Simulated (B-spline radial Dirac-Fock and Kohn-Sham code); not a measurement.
# An X-ray data sheet for Eu, step by step

Aim: for neutral europium, compute its X-ray form factor and Compton profile, the binding energy of each subshell and how cheaper methods do for the levels.

Program: B-spline radial Dirac-Fock and Kohn-Sham code, version 2. Model: a free atom or ion on a radial basis; each step names its model. All values are calculated, but those marked as tabulated.

## (1) The atom as given

The free europium atom, configuration 1s2 2s2 2p6 3s2 3p6 3d10 4s2 4p6 4d10 4f5 5s2 5p6 5d2 6s2 (not the ground configuration).

- nuclear charge: 63
- electrons: 63
- mass number: 153
- nuclear rms radius: 5.1115 fm

Outer shells as boxes (Hund's rule, for the drawing alone; heavy ions are jj-coupled, and the calculation averages over the configuration):

```
[Xe] core
4f [↑ ][↑ ][↑ ][↑ ][↑ ][  ][  ]
5d [↑ ][↑ ][  ][  ][  ]
6s [↑↓]
```

## (2) Scattering by the electron cloud

Model: Dirac-Fock average of configuration, finite nucleus; form factor of the spherical density, Waller-Hartree incoherent function, impulse-approximation Compton profiles.

The run's settings:

```ini
task = scatter
Z = 63
charge = 0
configuration = 1s2 2s2 2p6 3s2 3p6 3d10 4s2 4p6 4d10 4f5 5s2 5p6 5d2 6s2
mass_number = 153
rms_radius = 5.1115  # fm
s = [0.0, 0.05, 0.1, 0.15, 0.2, 0.25, 0.3, 0.35, 0.4, 0.45, 0.5, 0.6, 0.7, 0.8, 0.9, 1.0, 1.1, 1.2, 1.4, 1.6, 1.8, 2.0, 2.5, 3.0, 3.5, 4.0, 5.0, 6.0]  # 1/A
pz = [0, 0.1, 0.2, 0.3, 0.4, 0.5, 0.6, 0.8, 1.0, 1.2, 1.4, 1.6, 1.8, 2.0, 2.5, 3.0, 4.0, 5.0, 7.0, 10.0, 15.0, 20.0, 30.0, 40.0, 60.0, 100.0]  # a.u.
photon_energy = [2000, 5000, 8047.8, 17479.3, 20000, 30000, 50000, 1000000]  # eV
```

## (3) Core and valence levels

Model: Dirac-Fock average of configuration, Delta-SCF, finite nucleus, first-order Breit with its frequency dependence, self-energy and vacuum polarisation.

Settings, as recorded:

```ini
task = binding
```

## (4) The levels by Dirac LDA

Model: Dirac-Kohn-Sham LDA (Slater exchange, VWN correlation), finite nucleus, spherical and without spin polarisation.

The run's settings:

```ini
task = binding-ladder
method = lda,vwn
relativity = dirac
```

(Steps that only read results are left out.)

What does the calculation give? Wanted: rms radius of the electron cloud; form factor halves at; Compton profile at zero; deepest level listed, K; least bound, P1; Kα1; Dirac LDA, K: eigenvalue / ΔSCF.

As calculated:

| quantity | value |
| --- | --- |
| rms radius of the electron cloud | 1.18 bohr |
| form factor halves at | 0.58 1/Å |
| Compton profile at zero | 12.03 1/a.u. |
| deepest level listed, K (1s) | 48536.6 eV |
| least bound, P1 (6s) | 5.40 eV |
| Kα1 | 41538.5 eV |
| Dirac LDA, K: eigenvalue / ΔSCF | 48280.5 / 48727.9 eV |

**Reading.** f falls from 63 to half of that at s = 0.58 1/Å. Incoherent scattering outweighs coherent from 1000 keV on, among the energies asked. For K (1s), relaxation takes off 77.8 eV, Breit terms shift it by -135.01 and QED by -69.74 eV. Dirac LDA misses the K level by -0.5 % with its eigenvalue and by +0.4 % with ΔSCF. Breit and QED terms, which only the reference holds, shift this level by tenths of a per cent, so the eigenvalue's nearness can be cancellation. The Hartree-Fock and Dirac-Fock values hold no electron correlation.
